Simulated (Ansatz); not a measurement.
**CCSD/def2-SVP (core potential) run of HfF4 (SMILES F[Hf](F)(F)F)**

Aim: the vertical singlet–triplet gap of HfF4 at CCSD/def2-SVP (core potential), from 2 runs. 

The calculation is run with Ansatz 0.2.0.

7 further runs of the same task are left out: 6 that didn't finish, 1 set aside as unsound or not needed.

## 1. The structure to begin with

HfF4 has 5 atoms, charge 0, and is taken as a singlet. SMILES: `F[Hf](F)(F)F`. Geometry: relaxed at PBE0-D4/def2-TZVP.

Bond lengths: F1–Hf2 1.897 Å, Hf2–F3 1.897 Å, Hf2–F4 1.897 Å, Hf2–F5 1.897 Å. Angles: F1–Hf2–F3 109.5°, F1–Hf2–F4 109.5°, F1–Hf2–F5 109.5°, F3–Hf2–F4 109.5°, F3–Hf2–F5 109.5°, F4–Hf2–F5 109.5°.

## 2. The energy at CCSD/def2-SVP (core potential)

Input file job.yaml:

```yaml
crystal:
  periodic: [false, false, false]
  atoms:
    - {symbol: F, position_ang: [-0.908700, -0.112040, 1.661430]}
    - {symbol: Hf, position_ang: [-0.000000, 0.000000, -0.000000]}
    - {symbol: F, position_ang: [1.622880, -0.977200, 0.099740]}
    - {symbol: F, position_ang: [-1.093180, -0.727680, -1.368970]}
    - {symbol: F, position_ang: [0.379000, 1.816910, -0.392190]}
basis:
  gaussian: {orbitals: def2-SVP}
correlation: {method: ccsd, frozen_orbitals: {F: 1, Hf: 0}}
accuracy: high
scf: {omitted_lower_state_checks: [cluster_reference, increment]}
```

On the command line:

```
$ ansatz run job.yaml --threads 1 --pin off --max-ram 3480MiB --events-out events.jsonl --progress --plain --runs-dir runs
```

Log, shortened:

```text
Warning: RAYON_NUM_THREADS=1 ignored (pool sized by the plan → 1); use --threads N
Functional definition: HF
  name "HF"
[...]
1818 factors; integrals over basis functions are off by at most 3.1e-9 eV
[...]
mean field -12115.80332170 eV, -445.2475596861 hartree, gradient 1.8e-8 eV, S^2 0.000000; 0 other end points of the search recorded, 0 dependent functions left out
4 core orbitals not correlated: weight in the atoms' cores, before any rotation towards them, 1.000 or more for the frozen orbitals, at most 0.000 for the correlated occupied ones
reference -12115.80332170 eV, -445.2475596861 hartree; 20, 20 occupied and 64, 64 virtual orbitals, 1818 factors
second order -26.40991355 eV of doubles, -0.00000000 eV of singles
cycle   1  -25.51854108 eV  change    8.9e-1 eV  update   1.6e-1
[...]
cycle  18  -26.32233409 eV  change   -2.6e-9 eV  update   3.2e-9
Total energy: -12142.12565579 eV, -446.2148876220 hartree
Checks for a lower state left out: cluster_reference, increment
```

Wall time 17 s (1 thread of Intel Xeon Platinum 8375C at 2.90GHz (Ice Lake), shared host); peak memory 0.62 GiB.

## 3. The triplet, same level

Input file run.yaml:

```yaml
crystal:
  periodic: [false, false, false]
  atoms:
    - symbol: F
      position_ang: [-0.908700, -0.112040, 1.661430]
    - symbol: Hf
      position_ang: [-0.000000, 0.000000, -0.000000]
    - symbol: F
      position_ang: [1.622880, -0.977200, 0.099740]
    - symbol: F
      position_ang: [-1.093180, -0.727680, -1.368970]
    - symbol: F
      position_ang: [0.379000, 1.816910, -0.392190]
basis:
  gaussian:
    orbitals: def2-SVP
magnetization:
  spin_polarized: true
  initial_magnetization: 2
correlation:
  method: ccsd
  frozen_orbitals: {F: 1, Hf: 0}
accuracy: high
scf:
  omitted_lower_state_checks: [cluster_reference, increment]
```

On the command line:

```
$ ansatz run run.yaml --threads 1 --pin off --max-ram 3480MiB --events-out events.jsonl --progress --plain --runs-dir runs
```

Log, shortened:

```text
Warning: RAYON_NUM_THREADS=1 ignored (pool sized by the plan → 1); use --threads N
[...]
4 core orbitals not correlated: weight in the atoms' cores, before any rotation towards them, 1.000 or more for the frozen orbitals, at most 0.000 for the correlated occupied ones
[...]
cycle  73  -25.01873611 eV  change   -1.6e-7 eV  update   1.3e-6
[...]
cycle 110  -25.01873530 eV  change   7.8e-10 eV  update   2.1e-9
Total energy: -12131.53102577 eV, -445.8255421499 hartree
Checks for a lower state left out: cluster_reference, increment
```

Run time: 7.3 min. Hardware: 1 thread of Intel Xeon Platinum 8375C at 2.90GHz (Ice Lake), shared host; peak memory 1.4 GiB.

## 4. What came out

At CCSD/def2-SVP (core potential), 4 core orbitals frozen:

| quantity | value |
| --- | --- |
| singlet: total energy | -446.21489 Eh |
| singlet: correlation energy (4 core orbitals frozen) | -967.3 mEh |
| singlet: T1 diagnostic | 0.017 |
| triplet: total energy | -445.82554 Eh |
| triplet: correlation energy (4 core orbitals frozen) | -919.4 mEh |
| triplet: ⟨S²⟩ of the reference determinant | 2.006 |
| triplet: T1 diagnostic | 0.049 |
| vertical energy of the triplet above the singlet | 10.595 eV |

**Reading.** At this shape the triplet lies 10.59 eV (244 kcal/mol) above the singlet. The T1 diagnostic (triplet) of 0.049 is above the customary mark for such species, so a single reference may not serve.
